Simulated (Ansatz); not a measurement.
# LaY4F: the cost of one run

Computed with Ansatz 0.2.0 (DFT PBE, scalar-relativistic, plane waves, PAW, unless a step's input says otherwise).

## (1) Starting point

Symmetry: P4/mmm, No. 123, tetragonal system. The conventional cell has a = 5.330 Å, b = 5.330 Å, c = 4.727 Å, α = 90.00°, β = 90.00°, γ = 90.00°. La (site symmetry 4/mmm) is surrounded by 2 F at 2.36 Å. Around Y (site symmetry m2m) lie 1 F at 1.84 Å. F (site symmetry 4/mmm) is surrounded by 4 Y at 1.84 Å and 2 La at 2.36 Å.

As a file:

```xyz
6
Lattice="5.3303 0.0000 0.0000 0.0000 5.3303 0.0000 0.0000 0.0000 4.7269" Properties=species:S:1:pos:R:3 pbc="T T T"
La    2.6652    2.6652    2.3634
Y     1.3617    1.3617    0.0000
Y     3.9686    3.9686    0.0000
Y     3.9686    1.3617    0.0000
Y     1.3617    3.9686    0.0000
F     2.6652    2.6652    0.0000
```

A structure generator made this guess: random cell by space group and Wyckoff sites (P4/mmm, No. 123). Lengths come from tabulated atomic sizes and are only a guess.

## (2) A first look at the guess

File input.yaml:

```yaml
crystal:
  lattice:
    - [5.33030787, 0.0, 0.0]
    - [0.0, 5.33030787, 0.0]
    - [0.0, 0.0, 4.72685667]
  atoms:
    - { symbol: La, position: [0.5, 0.5, 0.5] }
    - { symbol: "Y", position: [0.25546533, 0.25546533, 0.0] }
    - { symbol: "Y", position: [0.74453467, 0.74453467, 0.0] }
    - { symbol: "Y", position: [0.74453467, 0.25546533, 0.0] }
    - { symbol: "Y", position: [0.25546533, 0.74453467, 0.0] }
    - { symbol: F, position: [0.5, 0.5, 0.0] }
basis:
  ecutwfc: 420
kpoints:
  mp_grid: { grid: [4, 4, 4] }
hamiltonian:
  xc: pbe
scf:
  occupations: { method: gaussian, width: 0.1 }
  lower_state_search: "off"
output:
  forces: true
  stress: true
  eigenvalues: true
```

Command:

```console
$ ansatz run input.yaml --threads 1 --pin off --max-ram 2560MiB --backend cpu --events-out ev --progress --plain --runs-dir out
```

What time and memory should one allow on 1 thread of Arm Neoverse V2, shared host?

About 6.4 s, with a peak of 0.41 GiB.
